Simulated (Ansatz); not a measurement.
# HfN: strong compression

Aim: compress HfN (rocksalt type) step by step, far beyond the usual range, and follow pressure and electronic structure. Methods of the runs shown: PAW. Its runs: cell relaxed at zero pressure (PAW); volume scaled by 1 (PAW); volume scaled by 0.94 (PAW); volume scaled by 0.88 (PAW); volume scaled by 0.8 (PAW); volume scaled by 0.72 (PAW and PAW (core large)); volume scaled by 0.64 (PAW and PAW (source ansatz)); volume scaled by 0.55 (PAW and PAW (partial_waves polarizable)).

Method: DFT PBE, with the methods named in each step, in Ansatz 0.2.0.

**1. Starting point**

It takes space group Fm-3m (No. 225, cubic). Conventional cell: a = 4.309 Å, b = 4.309 Å, c = 4.309 Å, α = 90.00°, β = 90.00°, γ = 90.00°. Around Hf (site symmetry m-3m) lie 6 N at 2.15 Å. N (site symmetry m-3m) is surrounded by 6 Hf at 2.15 Å.

Structure file:

```
CELL_PARAMETERS angstrom
0.00000 2.15443 2.15443
2.15443 0.00000 2.15443
2.15443 2.15443 0.00000
ATOMIC_POSITIONS crystal
Hf 0.00000 0.00000 0.00000
N 0.50000 0.50000 0.50000
```

Whether this phase is the stable one at these pressures isn't tested.

Atoms are numbered in the order of the input: Hf1, N2.

**2. Cell relaxed at zero pressure, PAW**

Input file input.yaml:

```yaml
crystal:
  lattice:
    - [0.0, 2.15443469, 2.15443469]
    - [2.15443469, 0.0, 2.15443469]
    - [2.15443469, 2.15443469, 0.0]
  atoms:
    - { symbol: Hf, position: [0.0, 0.0, 0.0] }
    - { symbol: "N", position: [0.5, 0.5, 0.5] }
kpoints:
  mp_grid: { grid: [15, 15, 15] }
scf:
  occupations: { method: fermi_dirac, width: 0.1 }
hamiltonian:
  xc: pbe
  pseudopotentials: { kind: paw }
output:
  forces: true
  stress: true
relax:
  f_tol: 0.005
  max_steps: 40
  cell: {}
```

Started as:

```sh
$ ansatz run input.yaml --threads 1 --pin off --max-ram 2048MiB --backend cpu --events-out ev --progress --plain --runs-dir out
```

Further steps of the session: Volume scaled by 1, PAW; Volume scaled by 0.94, PAW; Volume scaled by 0.88, PAW; Volume scaled by 0.8, PAW; Volume scaled by 0.72, PAW; Volume scaled by 0.72, PAW (core large); Volume scaled by 0.64, PAW; Volume scaled by 0.64, PAW (source ansatz); Volume scaled by 0.55, PAW; Volume scaled by 0.55, PAW (partial_waves polarizable).

**Question.** What will these runs give? Wanted: PAW pressure at 0.55 of the volume; PAW; fitted bulk modulus at zero pressure.

As calculated:

| quantity | value |
| --- | --- |
| PAW pressure at 0.55 of the volume | 548.5 GPa |
| PAW (partial_waves polarizable) pressure at 0.55 of the volume | 548.5 GPa |
| fitted bulk modulus at zero pressure (PAW) | 267 GPa |
| its pressure derivative | 4.09 |

What this shows: By PAW the pressure climbs to 548 GPa at 0.55 of the first volume. One third-order Birch-Murnaghan curve follows these points (B₀ = 267 GPa, B′ = 4.09, misfit at most 0.96 GPa). A fit over so wide a range leans to the high pressures, so B₀ can be off by several per cent. No all-electron run checks these rows here, and frozen cores can fail under such compression. The ions are at rest, and the electrons smeared by 0.1 eV. Spin-orbit coupling is left out, though the cell holds Hf; in elements this heavy it can shift bands and gaps by tenths of an eV. HfN has an odd count of electrons, so a run without spin can force a false metal and spoil its energy.
